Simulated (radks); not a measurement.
**Ta⁺ inside a hard spherical wall**

An exercise on one series of results from a longer session: the logs are not shown, and one member is left open.

Method: scalar-relativistic Kohn-Sham, r2SCAN, spin-polarised, spherical densities, finite nucleus; open shells are filled with parallel spins first. Code: radks (a radial shooting solver on a logarithmic mesh, Libxc functionals) version 1.

### What is computed

| Quantity | Value |
| --- | --- |
| element | tantalum (Z = 73) |
| charge | +1 |
| electrons | 72 |
| configuration | [Xe] 4f14 5d3 6s1 |
| nuclear rms radius | 5.3507 fm |

Outer shells as boxes (Hund's rule):

Ta⁺
```
[Xe] core
4f [↑↓][↑↓][↑↓][↑↓][↑↓][↑↓][↑↓]
5d [↑ ][↑ ][↑ ][  ][  ]
6s [↑ ]
```

Set-up of the first run:

Settings of this run:

```text
Z 73
configuration [Xe] 4f14 5d3 6s1 6p0 7s0 5f0
relativity scalar-relativistic
functional r2scan,r2scan
spin polarised
nucleus finite rms 5.3507 fm
c 137.035999084
```

Among the steps run: The free atom; Wall at 8 bohr; Wall at 7 bohr; Wall at 5 bohr; Wall at 4 bohr; Wall at 3.5 bohr; Wall at 3 bohr; Wall at 2.5 bohr; Wall at 1.5 bohr.

One table of the session follows, with a row left open; its other results are not shown here.

```
R (bohr)  E − E(free) (eV)  ε(5d) (eV)  ε(6p, empty) (eV)  ε(7s, empty) (eV)  ε(5f, empty) (eV)
    free             0.000     -11.510             -6.894                  -                  -
       8             0.020     -11.475             -6.734              0.199              2.758
       7             0.098     -11.376             -6.410              2.721              4.170
       5             1.998     -10.091             -2.771             18.460             10.726
       4             8.729      -7.275              5.404             44.057             19.537
     3.5            18.864      -4.049             15.067             70.147             27.716
       3            43.462       2.280             34.008             116.25             41.371
     2.5                 ?           ?                  ?                  ?                  ?
     1.5            1297.9      161.51             445.89             911.65             260.08
```

**Question.** Estimate the row for R (bohr) = 2.5.

Worked estimate for «E − E(free) (eV)». A straight line through the neighbours (3, 43.462) and (1.5, 1297.9) gives 43.462 + (1297.9 − 43.462) × (2.5 − 3) / (1.5 − 3) = 461.61; a parabola fitted to 3 rows on both sides gives 264.83.

The run gave: E − E(free) (eV): 111.94; ε(5d) (eV): 16.117; ε(6p, empty) (eV): 74.317; ε(7s, empty) (eV): 205.20; ε(5f, empty) (eV): 66.638. In «E − E(free) (eV)» the line misses by +349.67 and the parabola by +152.89.

In words: Eigenvalues are for spin up. Shells are not refilled when levels cross, and a hard wall is a model, not a crystal.
